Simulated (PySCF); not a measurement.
# ErF3H2O (Er(F)3(H2O)): the cost of one run

Computed with PySCF 2.14.0. Level: several levels, as the steps say, no spin–orbit coupling.

1 further run of the same task is left out (for a known fault of the program).

## 1. The system as given

7 atoms, charge 0, spin multiplicity 1.

Bond lengths: Er1–F2 2.006 Å, Er1–F3 2.002 Å, Er1–F4 2.006 Å, Er1–O5 2.371 Å, O5–H6 0.966 Å, O5–H7 0.966 Å. Angles: F2–Er1–F3 115.9°, F2–Er1–F4 119.0°, F2–Er1–O5 99.2°, F3–Er1–F4 115.9°, F3–Er1–O5 102.2°, F4–Er1–O5 99.2°, Er1–O5–H6 126.4°, Er1–O5–H7 126.4°, H6–O5–H7 107.2°.

As a file:

```mol
ErF3H2O
  3D, bonds by distance, orders not assigned

  7  6  0  0  0  0  0  0  0  0999 V2000
    0.0780   -0.0815    0.0815 Er  0  0
    1.0546    1.3440    1.1006 F   0  0
   -1.2889   -1.1158    1.1158 F   0  0
    1.0546   -1.1006   -1.3440 F   0  0
   -1.2721    1.2964   -1.2964 O   0  0
   -1.6086    2.1738   -1.0746 H   0  0
   -1.6086    1.0746   -2.1738 H   0  0
  1  2  8  0
  1  3  8  0
  1  4  8  0
  1  5  8  0
  5  6  8  0
  5  7  8  0
M  END
```

Formal oxidation states: Er +3. Each metal's 11 4f electrons lie in its core potential, so multiplicities, spins and levels count the valence alone. An earlier session relaxed this geometry at PBE0, Er lcecp-1-SVP with ECP57, F def2-SVP, O def2-SVP, H def2-SVP (singlet, point group Cs).

At PBE0 on the finer grid: E = -413.829250 Eh, HOMO -9.57 eV, LUMO -1.13 eV, Mulliken charge on Er1 +1.18 e, largest force component 0.022 eV/Å. 

Levels to run: HF; TPSSh; PBE0, TZVP. Hardware: 2 threads of Arm Neoverse V1, shared host.

## 2. HF

Input file run.py (the lines that set the calculation):

```python
mol = gto.M(atom='''
Er     0.07804    -0.08149     0.08149
F      1.05461     1.34400     1.10060
F     -1.28893    -1.11579     1.11579
F      1.05461    -1.10060    -1.34400
O     -1.27206     1.29639    -1.29639
H     -1.60861     2.17376    -1.07459
H     -1.60861     1.07459    -2.17376''',
    basis={'Er': 'lcecp-1-SVP', 'F': 'def2-SVP', 'O': 'def2-SVP', 'H': 'def2-SVP'},
    ecp={'Er': 'lcecp-1-SVP'},
    charge=0, spin=0)
mf = scf.RHF(mol)
mf = mf.density_fit()  # fitting sets: Er AutoAux, F def2-universal-JKFIT, O def2-universal-JKFIT, H def2-universal-JKFIT
mf.conv_tol = 1e-08; mf.max_cycle = 55
mf.kernel(dm0)  # dm0: the density of the relaxed state
```

On the command line:

```sh
$ OMP_NUM_THREADS=2 python run.py
```

**Question.** How long does this run take on 2 threads of Arm Neoverse V1, shared host?

About 2.7 s.
